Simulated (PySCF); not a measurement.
# C2H11AlO2Si: the cost of one run

Programs: PySCF 2.14.0, with density-fitted response routines of our own. Each step states its level of theory. These are calculated values for one molecule, in the gas phase or a continuum, unless marked as measured. Atoms count from 0, in the outputs and in this text.

### Step 1. The molecule as given

17 atoms, charge 0, multiplicity 1; geometry from: GFN2-xTB. The atoms were then displaced at random by about 0.01 Å, so the start is not that level's minimum.

Bonds of the start (Å): C0–O1 1.40, O1–C2 1.42, O1–Al3 1.92, Al3–O4 1.66, O4–Si5 1.62, C0–H6 1.12, C0–H7 1.09, C0–H8 1.07, C2–H9 1.10, C2–H10 1.08, C2–H11 1.07, Al3–H12 1.58, Al3–H13 1.58, Si5–H14 1.47, Si5–H15 1.47, Si5–H16 1.48.

### Step 2. Relaxing the molecule at PBE0-D3(BJ)/def2-SVP

What the job is given:

```
{"job": {"xc": "PBE0", "basis": "def2-SVP", "d3": "d3bj", "grid": 1, "shake": 0.01, "kind": "geom"}, "charge": 0, "multiplicity": 1}
C     -0.824040     1.381070     0.421490
O     -1.061520     0.056850     0.045790
C     -2.432720    -0.312210    -0.032730
Al     0.180210    -1.344720    -0.384870
O      1.640700    -0.589420    -0.186890
Si     3.119970     0.054830    -0.007600
H     -1.296310     2.081850    -0.307710
H     -1.239620     1.608660     1.407330
H      0.231390     1.562100     0.447230
H     -2.903350    -0.192240     0.956970
H     -2.429840    -1.363040    -0.302720
H     -2.932920     0.283020    -0.771300
H     -0.343880    -1.602320    -1.854140
H     -0.296680    -2.356600     0.729520
H      4.049450    -0.711610    -0.846320
H      3.477530    -0.013650     1.421580
H      3.045110     1.469270    -0.426520
```

The run is started by

```console
$ OMP_NUM_THREADS=1 python probes_run.py task.json out
```

This one command runs all jobs of the session in turn.

**Question.** How long does this first job take on 1 thread of Intel Xeon 6975P-C, shared host, and how much memory does it need?

About 2 min, with a peak of 0.59 GiB.
